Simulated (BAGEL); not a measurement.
# CH6GeO (SMILES [H][Ge]([H])([H])[O]C): HF/6-31G(d) (density fitting with qzvpp-jkfit, spherical functions)

What is the vertical ionisation energy of CH6GeO at HF/6-31G* (density fitting with qzvpp-jkfit, spherical functions)? 

The results are computed with BAGEL 1.2.2.

4 further runs of the same task are left out: 3 that didn't finish, 1 set aside as unsound or not needed.

## (1) The system as given

CH6GeO: 9 atoms, total charge 0, spin state singlet. As SMILES, `[H][Ge]([H])([H])[O]C`. Geometry: a GFN2-xTB relaxation, a rough one for these elements and not checked as a minimum.

Bond lengths: Ge1–O2 1.749 Å, O2–C3 1.410 Å, C3–H4 1.093 Å, C3–H5 1.091 Å, C3–H6 1.093 Å, Ge1–H7 1.505 Å, Ge1–H8 1.485 Å, Ge1–H9 1.505 Å. Some angles: Ge1–O2–C3 126.0°, O2–Ge1–H7 110.2°, O2–Ge1–H8 99.9°, O2–Ge1–H9 110.2°, O2–C3–H4 111.7°, O2–C3–H5 107.1°, O2–C3–H6 111.5°, H7–Ge1–H8 113.6°, H7–Ge1–H9 109.2°, H8–Ge1–H9 113.5°.

## (2) The energy at HF/6-31G(d) (density fitting with qzvpp-jkfit, spherical functions)

Input file job.json:

```json
{ "bagel" : [

{
  "title" : "molecule",
  "basis" : "6-31gs.json",
  "df_basis" : "qzvpp-jkfit",
  "angstrom" : true,
  "geometry" : [
    { "atom" : "Ge", "xyz" : [   -0.377020,    0.600480,   -1.216130 ] },
    { "atom" : "O", "xyz" : [   -0.289170,    0.472070,    0.525810 ] },
    { "atom" : "C", "xyz" : [    0.349650,   -0.556350,    1.249440 ] },
    { "atom" : "H", "xyz" : [   -0.078520,   -1.535890,    1.022030 ] },
    { "atom" : "H", "xyz" : [    0.201640,   -0.342530,    2.309040 ] },
    { "atom" : "H", "xyz" : [    1.422010,   -0.587590,    1.039630 ] },
    { "atom" : "H", "xyz" : [    1.007700,    0.672770,   -1.801790 ] },
    { "atom" : "H", "xyz" : [   -1.140620,    1.868450,   -1.339680 ] },
    { "atom" : "H", "xyz" : [   -1.095670,   -0.591410,   -1.788340 ] }
  ]
},
{ "title" : "hf" },
{ "title" : "print", "file" : "orbitals.molden", "orbitals" : true }

]}
```

The basis set 6-31G* is read from a file made from the Basis Set Exchange's data (not shown).

Started as:

```
$ BAGEL_NUM_THREADS=1 BAGEL job.json > job.out
```

Output:

```text
* using 1 threads per process

  ===============================================================
  ===============================================================

  *** Geometry ***

  { "atom" : "Ge", "xyz" : [     -0.712465,      1.134743,     -2.298153 ] },
  { "atom" : "O", "xyz" : [     -0.546452,      0.892083,      0.993637 ] },
  { "atom" : "C", "xyz" : [      0.660743,     -1.051349,      2.361099 ] },
  { "atom" : "H", "xyz" : [     -0.148381,     -2.902411,      1.931357 ] },
  { "atom" : "H", "xyz" : [      0.381044,     -0.647288,      4.363453 ] },
  { "atom" : "H", "xyz" : [      2.687209,     -1.110384,      1.964616 ] },
  { "atom" : "H", "xyz" : [      1.904277,      1.271351,     -3.404890 ] },
  { "atom" : "H", "xyz" : [     -2.155459,      3.530859,     -2.531628 ] },
  { "atom" : "H", "xyz" : [     -2.070516,     -1.117603,     -3.379473 ] },

  Number of auxiliary basis functions:      526

  Since a DF basis is specified, we compute 2- and 3-index integrals:
    o Being stored without compression. Storage requirement is 0.022 GB

  Number of basis functions:       72
  Number of electrons      :       52

    * METHOD: MOLECULE                             0.31

  *** RHF ***

  === Nuclear Repulsion ===
   206.1181174791

      * DIIS with orbital gradients will be used.

  === RHF iteration (6-31gs.json) ===
      0      -2191.12216400          0.01951872           0.07
      1      -2191.21165095          0.01379172           0.07
      2      -2191.27812602          0.00149675           0.07
      3      -2191.27928684          0.00024870           0.07
      4      -2191.27931334          0.00006862           0.07
      5      -2191.27931550          0.00001466           0.08
      6      -2191.27931563          0.00000638           0.07
      7      -2191.27931565          0.00000150           0.06
      8      -2191.27931565          0.00000035           0.07
      9      -2191.27931565          0.00000013           0.09
     10      -2191.27931565          0.00000003           0.07
     11      -2191.27931565          0.00000001           0.09
    * SCF iteration converged.

    * Permanent dipole moment:
           (   -0.236182,     0.385565,     0.331791) a.u.

    * METHOD: HF                                   1.11

    * METHOD: PRINT                                0.01

  ===============================================================
```

Wall time 1.6 s (1 thread of Arm Neoverse V1, shared host); peak memory 0.12 GiB.

## (3) The doublet cation, same level

Input file calc.json:

```json
{ "bagel": [

{
  "title": "molecule",
  "basis": "6-31gs.json",
  "df_basis": "qzvpp-jkfit",
  "angstrom": true,
  "geometry": [
    { "atom": "Ge", "xyz": [   -0.377020,    0.600480,   -1.216130 ] },
    { "atom": "O", "xyz": [   -0.289170,    0.472070,    0.525810 ] },
    { "atom": "C", "xyz": [    0.349650,   -0.556350,    1.249440 ] },
    { "atom": "H", "xyz": [   -0.078520,   -1.535890,    1.022030 ] },
    { "atom": "H", "xyz": [    0.201640,   -0.342530,    2.309040 ] },
    { "atom": "H", "xyz": [    1.422010,   -0.587590,    1.039630 ] },
    { "atom": "H", "xyz": [    1.007700,    0.672770,   -1.801790 ] },
    { "atom": "H", "xyz": [   -1.140620,    1.868450,   -1.339680 ] },
    { "atom": "H", "xyz": [   -1.095670,   -0.591410,   -1.788340 ] }
  ]
},
{ "title": "uhf", "charge": 1, "nopen": 1 },
{ "title": "print", "file": "orbitals.molden", "orbitals": true }

]}
```

The basis set 6-31G* is read from a file made from the Basis Set Exchange's data (not shown).

Started as:

```
$ BAGEL_NUM_THREADS=1 BAGEL calc.json > calc.out
```

Output:

```text
* using 1 threads per process

  ===============================================================
  ===============================================================

  *** Geometry ***

  { "atom" : "Ge", "xyz" : [     -0.712465,      1.134743,     -2.298153 ] },
  { "atom" : "O", "xyz" : [     -0.546452,      0.892083,      0.993637 ] },
  { "atom" : "C", "xyz" : [      0.660743,     -1.051349,      2.361099 ] },
  { "atom" : "H", "xyz" : [     -0.148381,     -2.902411,      1.931357 ] },
  { "atom" : "H", "xyz" : [      0.381044,     -0.647288,      4.363453 ] },
  { "atom" : "H", "xyz" : [      2.687209,     -1.110384,      1.964616 ] },
  { "atom" : "H", "xyz" : [      1.904277,      1.271351,     -3.404890 ] },
  { "atom" : "H", "xyz" : [     -2.155459,      3.530859,     -2.531628 ] },
  { "atom" : "H", "xyz" : [     -2.070516,     -1.117603,     -3.379473 ] },

  Number of auxiliary basis functions:      526

  Since a DF basis is specified, we compute 2- and 3-index integrals:
    o Being stored without compression. Storage requirement is 0.022 GB

  Number of basis functions:       72
  Number of electrons      :       52

    * METHOD: MOLECULE                             0.30

  *** Open-shell HF ***

  === Nuclear Repulsion ===
   206.1181174791

      * DIIS with orbital gradients will be used.

  === UHF iteration (6-31gs.json) ===
      0      -2190.70666187          0.03675568           0.13
      1      -2190.78510383          0.03684444           0.12
      2      -2190.82791280          0.02966552           0.12
      3      -2190.92127303          0.00498254           0.12
      4      -2190.93770580          0.00365763           0.12
      5      -2190.95002159          0.00164127           0.12
      6      -2190.95087244          0.00060836           0.13
      7      -2190.95110416          0.00024395           0.12
      8      -2190.95121639          0.00011275           0.13
      9      -2190.95126226          0.00002883           0.13
     10      -2190.95128036          0.00001773           0.12
     11      -2190.95129010          0.00001122           0.12
     12      -2190.95129243          0.00000404           0.12
     13      -2190.95129248          0.00000241           0.12
     14      -2190.95129250          0.00000208           0.13
     15      -2190.95129251          0.00000193           0.13
     16      -2190.95129251          0.00000176           0.14
     17      -2190.95129252          0.00000153           0.17
     18      -2190.95129253          0.00000123           0.13
     19      -2190.95129254          0.00000062           0.13
     20      -2190.95129255          0.00000025           0.14
     21      -2190.95129255          0.00000016           0.17
     22      -2190.95129255          0.00000013           0.15
     23      -2190.95129255          0.00000010           0.14
     24      -2190.95129255          0.00000008           0.13
     25      -2190.95129255          0.00000006           0.16
     26      -2190.95129255          0.00000006           0.14
     27      -2190.95129255          0.00000005           0.13
     28      -2190.95129255          0.00000003           0.13
     29      -2190.95129255          0.00000002           0.16
     30      -2190.95129255          0.00000001           0.16
     31      -2190.95129255          0.00000001           0.14
    * SCF iteration converged.

    * S^2 (UHF) is 0.7616

    * Permanent dipole moment:
           (   -0.491037,     0.785573,    -0.987268) a.u.

    * METHOD: UHF                                  4.58

    * METHOD: PRINT                                0.01

  ===============================================================
```

Wall time 5.1 s (1 thread of Arm Neoverse V1, shared host); peak memory 0.12 GiB.

## (4) Results

Level: HF/6-31G* (density fitting with qzvpp-jkfit, spherical functions).

```
                                          quantity           value
                      singlet CH6GeO: total energy  -2191.27932 Eh
                     singlet CH6GeO: dipole moment          1.43 D
                       singlet CH6GeO: HOMO energy       -11.48 eV
                       singlet CH6GeO: LUMO energy         3.46 eV
                     singlet CH6GeO: HOMO–LUMO gap        14.94 eV
                      doublet cation: total energy  -2190.95129 Eh
                              doublet cation: ⟨S²⟩           0.762
vertical ionisation energy (to the doublet cation)        8.926 eV
```

What this shows: The vertical ionisation energy comes to 8.93 eV (206 kcal/mol). −ε(HOMO) before ionisation, 11.48 eV, is 2.55 eV above this ionisation energy.
